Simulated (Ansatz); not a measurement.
# Si2B: the cost of one run

Program: Ansatz 0.2.0. Level of theory: DFT r2SCAN, scalar-relativistic, plane waves, PAW. These are calculated values, not measurements.

The COD entry's cell or inner coordinates are ideal or old and differ from later refinements, so a difference from it is no clean test against experiment.

## Step 1: The starting structure

Symmetry: Pn-3m, No. 224, cubic system. The conventional cell has a = 4.343 Å, b = 4.343 Å, c = 4.343 Å, α = 90.00°, β = 90.00°, γ = 90.00°. Si (site symmetry -3m) is surrounded by 2 B at 1.88 Å. B (site symmetry -43m) has 4 Si at 1.88 Å as nearest neighbours.

Structure file:

```cif
data_structure
_symmetry_space_group_name_H-M 'Pn-3m:1'
_symmetry_Int_Tables_number 224
_cell_length_a 4.3429
_cell_length_b 4.3429
_cell_length_c 4.3429
_cell_angle_alpha 90.000
_cell_angle_beta 90.000
_cell_angle_gamma 90.000
_cell_volume 81.91
loop_
_atom_site_label
_atom_site_type_symbol
_atom_site_symmetry_multiplicity
_atom_site_Wyckoff_symbol
_atom_site_fract_x
_atom_site_fract_y
_atom_site_fract_z
_atom_site_occupancy
Si1 Si 4 b 0.25000 0.25000 0.25000 1
B1 B 2 a 0.00000 0.00000 0.00000 1
```

(A quick probe on a coarse mesh, which set the mesh and smearing, is not shown.)

## Step 3: A loose first relaxation

Input file input.yaml:

```yaml
crystal:
  lattice:
    - [4.3428848873, 0.0, 0.0]
    - [0.0, 4.3428848873, 0.0]
    - [0.0, 0.0, 4.3428848873]
  atoms:
    - { symbol: Si, position: [0.25, 0.25, 0.25] }
    - { symbol: Si, position: [0.25, 0.75, 0.75] }
    - { symbol: Si, position: [0.75, 0.75, 0.25] }
    - { symbol: Si, position: [0.75, 0.25, 0.75] }
    - { symbol: B, position: [0.0, 0.0, 0.0] }
    - { symbol: B, position: [0.5, 0.5, 0.5] }
basis:
  ecutwfc: 500
kpoints:
  mp_grid: { grid: [4, 4, 4] }
hamiltonian:
  xc: r2scan
scf:
  occupations: { method: gaussian, width: 0.1 }
  lower_state_search: "off"
output:
  forces: true
  stress: true
  eigenvalues: true
relax:
  adjacent_minimum: "off"
  f_tol: 0.04
  max_steps: 70
  cell: { stress_tol: 0.4 }
```

On the command line:

```bash
> ansatz run input.yaml --threads 1 --pin off --max-ram 2560MiB --backend cpu --events-out ev --progress --plain --runs-dir out
```

What time and memory should one allow on 1 thread of Arm Neoverse V1, shared host?

About 17 s, with a peak of 0.52 GiB.
